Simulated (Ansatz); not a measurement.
What does this script print? It uses Ansatz 0.2.0 through its Python package.

`hull.py`
```python
"""Convex hull of a few Y-Cu phases, after relaxing cells and atoms."""

from collections import Counter

import ansatz as az
import numpy as np
import pandas as pd

PHASES = {
    "YCu Pm-3m": (
        [[3.458115, 0.0, 0.0], [0.0, 3.458115, 0.0], [0.0, 0.0, 3.458115]],
        [
            ("Y", [0.0, 0.0, 0.0]),
            ("Cu", [0.5, 0.5, 0.5]),
        ],
    ),
    "YCu2 Fd-3m": (
        [[0.0, 3.730595, 3.730595], [3.730595, 0.0, 3.730595], [3.730595, 3.730595, 0.0]],
        [
            ("Y", [0.0, 0.0, 0.0]),
            ("Y", [0.25, 0.25, 0.25]),
            ("Cu", [0.125, 0.625, 0.625]),
            ("Cu", [0.625, 0.125, 0.625]),
            ("Cu", [0.625, 0.625, 0.125]),
            ("Cu", [0.625, 0.625, 0.625]),
        ],
    ),
    "Y": (
        [[3.6474, 0.0, 0.0], [-1.8237, 3.158741, 0.0], [0.0, 0.0, 5.7306]],
        [
            ("Y", [1 / 3, 2 / 3, 0.25]),
            ("Y", [2 / 3, 1 / 3, 0.75]),
        ],
    ),
    "Cu": (
        [[0.0, 1.8075, 1.8075], [1.8075, 0.0, 1.8075], [1.8075, 1.8075, 0.0]],
        [
            ("Cu", [0.0, 0.0, 0.0]),
        ],
    ),
}


def build(vectors, sites):
    crystal = az.Crystal(lattice=az.Lattice.of(vectors))
    for symbol, position in sites:
        crystal = crystal.atom(symbol, position)
    return crystal


def solve(name, crystal):
    calc = (
        crystal.calculation()
        .scf(max_iterations=150, lower_state_search="off")
        .basis(28 * az.Ry)
        .functional(az.Functional.R2SCAN)
        .kpoints(spacing=0.26)
        .occupations("gaussian", width=0.1)
    )
    calc = calc.relax(force_tolerance=0.02, cell=True)
    return calc.run(threads=1, backend="cpu")


def counts(outcome):
    return Counter(site.symbol for site in outcome.lattice.sites)

def formation_energy(outcome, mu):
    n = counts(outcome)
    return (outcome.report["energy_sigma0_ev"] - sum(k * mu[element] for element, k in n.items())) / sum(n.values())

phases = {name: build(*cell) for name, cell in PHASES.items()}

done = {}
for name, crystal in phases.items():
    done[name] = solve(name, crystal)
    print(f"{name}: {done[name].report['energy_sigma0_ev']:.4f} eV, {len(done[name].lattice.sites)} atoms")

# energy of one atom in its reference phase
references = {"Y": "Y", "Cu": "Cu"}
mu = {element: done[name].report["energy_sigma0_ev"] / len(done[name].lattice.sites) for element, name in references.items()}
points = sorted((counts(o)["Cu"] / len(o.lattice.sites), formation_energy(o, mu), name) for name, o in done.items())

# lower hull by a monotone chain
hull = []
for x, e, _ in points:
    while len(hull) > 1 and (hull[-1][0] - hull[-2][0]) * (e - hull[-2][1]) - (hull[-1][1] - hull[-2][1]) * (x - hull[-2][0]) <= 0:
        hull.pop()
    hull.append((x, e))
rows = [(name, x, e, e - np.interp(x, *zip(*hull))) for x, e, name in points]
print(pd.DataFrame(rows, columns=["phase", "x(Cu)", "E_form (eV/atom)", "above hull (eV/atom)"]).round(4).to_string(index=False))
print("on the hull of these phases:", ", ".join(row[0] for row in rows if row[3] < 1e-6))
```

```console
$ python hull.py
DeckWarning: basis.ecutwfc = 380.959407443832 eV is below the records' recommended 500 eV, and the density's cutoff is lower with it unless basis.ecutrho_ratio is high enough to keep the records' density cutoff: compare with a run at a higher cutoff
YCu Pm-3m: -10491.3765 eV, 2 atoms
YCu2 Fd-3m: -34245.2590 eV, 6 atoms
Y: -7719.3919 eV, 2 atoms
Cu: -6631.2303 eV, 1 atoms
     phase  x(Cu)  E_form (eV/atom)  above hull (eV/atom)
         Y 0.0000            0.0000                   0.0
 YCu Pm-3m 0.5000           -0.2251                   0.0
YCu2 Fd-3m 0.6667           -0.1576                   0.0
        Cu 1.0000            0.0000                   0.0
on the hull of these phases: Y, YCu Pm-3m, YCu2 Fd-3m, Cu
```
(Warnings from the package without file and line.)

What to keep in mind:
- These settings explore the input space; cutoff and mesh may be short of convergence.
- The cutoff lies under the one recommended for these potentials.
- The cells come from databases of deposited and of computed structures, and not all need be stable phases.
- Differences under about 40 meV an atom lie within the error of mesh and functional, so such verdicts may flip; only the cells listed enter the hull.
- It ran for 80 s on 1 thread of Arm Neoverse V2 (shared host), peak memory 0.72 GiB.

(Lines on the test bed's own set-up are left out of the output.)
